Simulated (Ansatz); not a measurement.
# TiGa3: response to strain

TiGa3 is deformed so: equal xx and yy strain of +1 %. What stress and forces result, by LAPW, PAW and all-electron datasets made for the crystal?

Method: DFT PBEsol, scalar-relativistic, in Ansatz 0.2.0.

## 1. The system as given

The structure is tetragonal, space group I4/mmm (No. 139). The conventional cell has a = 3.789 Å, b = 3.789 Å, c = 8.734 Å, α = 90.00°, β = 90.00°, γ = 90.00°. Around Ti (site symmetry 4/mmm) lie 12 Ga at 2.68 to 2.89 Å. Ga (site symmetry 4/mmm) is surrounded by 4 Ti at 2.68 Å and 8 Ga at 2.89 Å. Around Ga (site symmetry -4m2) lie 8 Ga at 2.68 to 2.89 Å and 4 Ti at 2.89 Å.

Coordinates:

```xyz
4
Lattice="-1.8945 1.8945 4.3670 1.8945 -1.8945 4.3670 1.8945 1.8945 -4.3670" Properties=species:S:1:pos:R:3 pbc="T T T"
Ti    0.0000    0.0000    0.0000
Ga    0.0000    0.0000    4.3670
Ga    0.0000    1.8945    2.1835
Ga    1.8945    0.0000    2.1835
```

Atoms are numbered in the order of the input: Ti1, Ga2, Ga3, Ga4.

## 2. The deformed structure

Space group I4/mmm before, I4/mmm after.

## 3. Full-potential LAPW

Contents of input.yaml:

```yaml
crystal:
  lattice:
    - [-1.913445, 1.913445, 4.367]
    - [1.913445, -1.913445, 4.367]
    - [1.913445, 1.913445, -4.367]
  atoms:
    - { symbol: Ti, position: [0.0, 0.0, 0.0] }
    - { symbol: Ga, position: [0.5, 0.5, 0.0] }
    - { symbol: Ga, position: [0.75, 0.25, 0.5] }
    - { symbol: Ga, position: [0.25, 0.75, 0.5] }
kpoints:
  mp_grid: { grid: [14, 14, 14] }
  band_path:
    path:
      - [0.0, 0.0, 0.0]
      - [0.0, 0.0, 0.5]
      - [0.25, 0.25, 0.25]
      - [0.0, 0.5, 0.0]
      - [0.0, 0.0, 0.0]
      - [0.5, 0.5, -0.5]
      - [0.2979960604, 0.7020039396, -0.2979960604]
      - [-0.2979960604, 0.2979960604, 0.2979960604]
      - [0.0, 0.0, 0.0]
    npoints: 5
scf:
  occupations: { method: fermi_dirac, width: 0.05 }
hamiltonian:
  xc: pbesol
  pseudopotentials: { kind: all_electron, lapw: { basis_error: 0.0005 } }
output:
  forces: true
  stress: true
  eigenvalues: true
```

The run is started by

```console
> ansatz run input.yaml --threads 1 --pin off --max-ram 4096MiB --backend cpu --events-out ev --progress --plain --runs-dir out
```

## 4. PAW with frozen cores

Contents of input.yaml:

```yaml
crystal:
  lattice:
    - [-1.913445, 1.913445, 4.367]
    - [1.913445, -1.913445, 4.367]
    - [1.913445, 1.913445, -4.367]
  atoms:
    - { symbol: Ti, position: [0.0, 0.0, 0.0] }
    - { symbol: Ga, position: [0.5, 0.5, 0.0] }
    - { symbol: Ga, position: [0.75, 0.25, 0.5] }
    - { symbol: Ga, position: [0.25, 0.75, 0.5] }
kpoints:
  mp_grid: { grid: [14, 14, 14] }
scf:
  occupations: { method: fermi_dirac, width: 0.05 }
hamiltonian:
  xc: pbesol
  pseudopotentials: { kind: paw }
output:
  forces: true
  stress: true
  eigenvalues: true
  efg: { contact_densities: true }
```

## 5. All-electron PAW on datasets made for the crystal

input.yaml: that of step 4 with these lines changed.

```diff
@@ -16,3 +16,3 @@
   xc: pbesol
-  pseudopotentials: { kind: paw }
+  pseudopotentials: { kind: all_electron, datasets: crystal }
 output:
```

(Steps that only read results are left out.)

Before running it: what results should come out? Wanted: pressure; largest shear or deviatoric stress.

As calculated:

```
                                 quantity                                              value
                                 pressure  LAPW -5.05, PAW -5.08, crystal datasets -5.05 GPa
largest shear or deviatoric stress (LAPW)                                           1.84 GPa
```

What this shows: The largest part of the stress beyond the pressure is 1.84 GPa in size, in the zz component; the atoms are carried along and not relaxed. No run of the undeformed cell stands beside it, so pressure and stress hold what the given cell had before the change, as far as its symmetry allows. PAW: stress within 0.04 GPa of LAPW. Crystal datasets: stress within 0.01 GPa of LAPW.
